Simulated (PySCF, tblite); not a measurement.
**C6H11FSSi: geometry, infrared bands and NMR shifts**

Wanted: the infrared bands and NMR shifts of C6H11FSSi (`CS[SiH2]C1=CCC[C@H]1F`), by calculation.

Computed with tblite 0.8.0 and PySCF 2.14.0, with density-fitted response routines of our own, on a single molecule in the gas phase. Atoms count from 0, in the outputs and in this text.

**1. The starting structure**

20 atoms, charge 0, multiplicity 1; geometry from: force field or distance geometry start.

Bonds of the start (Å): C0–S1 1.82, S1–Si2 2.14, Si2–C3 1.87, C3–C4 1.34, C4–C5 1.48, C5–C6 1.52, C6–C7 1.52, C7–F8 1.37, C7–C3 1.48, C0–H9 1.12, C0–H10 1.11, C0–H11 1.10, Si2–H12 1.47, Si2–H13 1.48, C4–H14 1.07, C5–H15 1.14, C5–H16 1.11, C6–H17 1.10, C6–H18 1.11, C7–H19 1.10.

**2. Relaxing the molecule with GFN2-xTB**

Job settings and geometry (Å):

```
{"job": {"kind": "relax", "xc": "GFN2-xTB", "basis": "xTB"}, "charge": 0, "multiplicity": 1}
C      4.231900    -0.253300     0.675300
S      2.515500     0.242000     0.998700
Si     1.285600    -0.051400    -0.731200
C     -0.514800    -0.113500    -0.240200
C     -1.102900    -1.071400     0.488100
C     -2.544300    -0.800900     0.687500
C     -2.838000     0.178000    -0.439700
C     -1.518400     0.914800    -0.578200
F     -1.520100     1.948900     0.323100
H      4.841700     0.098100     1.541500
H      4.266900    -1.354200     0.564600
H      4.524600     0.208600    -0.276700
H      1.552900    -1.327500    -1.401700
H      1.417900     1.051800    -1.705100
H     -0.580700    -1.926000     0.860200
H     -2.708900    -0.231500     1.662100
H     -3.175900    -1.708600     0.642600
H     -3.086900    -0.360400    -1.367300
H     -3.662500     0.845000    -0.106400
H     -1.388800     1.312300    -1.600200
```

On the command line:

```sh
$ OMP_NUM_THREADS=1 python probes_run.py task.json out
```

One launch serves the whole session: the jobs run in the order shown.

**Question.** This job is followed by: GFN2-xTB harmonic vibrations, gas phase; GIAO PBE0/pcSseg-1 NMR shielding, non-relativistic, gas phase. Predict these results of the whole session: strongest single infrared mode (GFN2-xTB); zero-point energy (GFN2-xTB); 13C shifts against TMS (PBE0/pcSseg-1); 1H shifts against TMS (PBE0/pcSseg-1, means over atoms taken as alike); 33S shifts against CS2 (PBE0/pcSseg-1); 29Si shifts against TMS (PBE0/pcSseg-1); 19F shifts against CFCl3 (PBE0/pcSseg-1); surface potential, 1st and 99th percentile.

The runs gave:

| quantity | value |
| --- | --- |
| strongest single infrared mode (GFN2-xTB) | 701 cm⁻¹, 396 km/mol |
| zero-point energy (GFN2-xTB) | 95.4 kcal/mol |
| 13C shifts against TMS (PBE0/pcSseg-1) | 158.1, 143.1, 106.3, 38.2, 35.2, 13.6 ppm |
| 1H shifts against TMS (PBE0/pcSseg-1, means over atoms taken as alike) | 6.57, 6.03, 5.11, 5.09, 2.70, 2.52, 2.52, 2.11, 2.07 ppm |
| 33S shifts against CS2 (PBE0/pcSseg-1) | -233 ppm |
| 29Si shifts against TMS (PBE0/pcSseg-1) | -34.0 ppm |
| 19F shifts against CFCl3 (PBE0/pcSseg-1) | -193.1 ppm |
| surface potential, 1st and 99th percentile | -1.07 V and 0.85 V |

The optimisation took 175 steps and gained 0.517 eV; among the close pairs (by a distance rule), C5–H15 changed most, from 1.141 to 1.091 Å. All 54 modes are real, so the xTB geometry is a minimum. The strongest single mode, at 701 cm⁻¹, moves mainly H12 and H13. GFN2-xTB is a fitted tight-binding method: band positions and strengths are rough. Its intensities can rank the bands wrongly. The most deshielded hydrogen is H14 (hydrogen on an alkene CH), at 6.57 ppm: olefinic region. At PBE0/pcSseg-1: Shielding is most anisotropic at S1 (span 280 ppm, paramagnetic term -325 ppm). By nearest atom (PBE0/pcSseg-1), the HOMO sits on S1 79 % and the LUMO on C3, C4 about 31 % each; H14 8 %.
